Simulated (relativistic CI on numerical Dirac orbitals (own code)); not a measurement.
# Sm XXX (Sm²⁹⁺): levels and lines

Aim: the low levels of Sm²⁹⁺, their labels and the strongest lines; runs with one setting changed show what the result hangs on.

Method: Dirac-Coulomb-Breit CI, KLI orbitals optimised for each configuration, model QED (radiative potential, 1s self-energy scaled to tabulated hydrogen-like ionisation energies). Code: relativistic CI on numerical Dirac orbitals (own code) version 4.

### Step 1. Starting point

- ion: Sm²⁹⁺ (Sm XXX)
- nuclear charge: 62
- electrons: 33
- isotope: A = 152
- first configuration typed: [Ar] 3d10 4s2 4p3

Outer shells as boxes (Hund's rule):

first configuration typed
```
[Ar] core
3d [↑↓][↑↓][↑↓][↑↓][↑↓]
4s [↑↓]
4p [↑ ][↑ ][↑ ]
```

### Step 2. Base run

Settings of the run:

```ini
atom Sm  Z=62  charge=29  electrons=33
nucleus A=152  rms_radius_fm=5.0819
hamiltonian dirac-coulomb  breit=on  qed=on  c_scale=1
orbitals kli  potential=per-configuration
slater_scale 1
correlation none
mixing on
configurations
  [Ar] 3d10 4s2 4p3
  [Ar] 3d10 4s 4p4
  [Ar] 3d10 4s2 4p2 4d
  [Ar] 3d10 4p5
  [Ar] 3d10 4s 4p3 4d
  [Ar] 3d10 4s2 4p2 4f
  [Ar] 3d10 4s 4p3 4f
  [Ar] 3d10 4p4 4d
  [Ar] 3d10 4s 4p2 4d2
  [Ar] 3d10 4s2 4p 4d 4f
  [Ar] 3d10 4p4 4f
  [Ar] 3d10 4s2 4p 4d2
  [Ar] 3d10 4s2 4d3
  [Ar] 3d10 4s 4p 4d3
  [Ar] 3d10 4s2 4d2 4f
  [Ar] 3d10 4s 4p 4d2 4f
  [Ar] 3d10 4p3 4d2
  [Ar] 3d10 4p2 4d3
  [Ar] 3d10 4p2 4d2 4f
end
```

The run is started by

```console
$ python run_levels.py task.json out
```

The settings of every run stand in task.json; they run in order.

### Step 3. Slater integrals scaled by 0.9

Changes to the settings of step 2:

```diff
@@ -4,3 +4,3 @@
 orbitals kli  potential=per-configuration
-slater_scale 1
+slater_scale 0.9
 correlation none
```

### Step 4. One common potential

Changes to the settings of step 3:

```diff
@@ -3,4 +3,4 @@
 hamiltonian dirac-coulomb  breit=on  qed=on  c_scale=1
-orbitals kli  potential=per-configuration
-slater_scale 0.9
+orbitals kli  potential=mean
+slater_scale 1
 correlation none
```

### Step 5. The first configuration alone

Settings of the run:

```ini
atom Sm  Z=62  charge=29  electrons=33
nucleus A=152  rms_radius_fm=5.0819
hamiltonian dirac-coulomb  breit=on  qed=on  c_scale=1
orbitals kli  potential=per-configuration
slater_scale 1
correlation none
mixing on
configurations
  [Ar] 3d10 4s2 4p3
end
```

(Steps that only read results are left out.)

**Question.** What will these runs give? Wanted: lowest level; first excitation; lowest level of the other parity; fastest E1 line; ionisation energy.

As calculated:

| run | time | mean size of shift, levels followed (cm⁻¹) | lowest level | ionisation energy (eV) |
| --- | --- | --- | --- | --- |
| main run | 3.4 s | 0 | 4p3 [4p3/2] J=3/2° | 1102.1 |
| Slater integrals scaled by 0.9 | 3.4 s | 5105 | 4p3 [4p3/2] J=3/2° | 1101.9 |
| one common potential | 2.7 s | 78.2 | 4p3 [4p3/2] J=3/2° | - |
| the first configuration alone | 0.089 s | 3930 | 4p3 [4p3/2] J=3/2° | - |

The tabulated theoretical ionisation energy (NIST) is 1103 eV.

| quantity | value |
| --- | --- |
| lowest level | 4p3 [4p3/2] J=3/2° |
| first excitation | 4p3 [4p1/2 4p3/2^2] J=3/2°, 253519 cm⁻¹ |
| lowest level of the other parity | 4s 4p4 4P5/2, 794238 cm⁻¹ |
| levels in the model | 3430 |
| fastest E1 line (by rate) to the lowest level among the lowest 200 of 3430 levels | 7.660 nm, from 4p2 4d 4D5/2 + 2D |
| ionisation energy | 1102.1 eV |
| ionisation energy, tabulated theoretical (NIST) | 1103 eV |

What this shows: 4p3 [4p3/2] J=3/2° comes out lowest; its LS label holds 42 % and its jj label 97 %; over the low levels the means are 57 and 86 %, so jj coupling describes them better. The ionisation energy agrees with the tabulated theoretical value within its uncertainty of 4 eV. The largest mover is «Slater integrals scaled by 0.9» (5105 cm⁻¹ on average). NIST names this ground level 4S°3/2; the leading computed term differs because terms mix. Lifetimes count radiative decay inside the model alone.
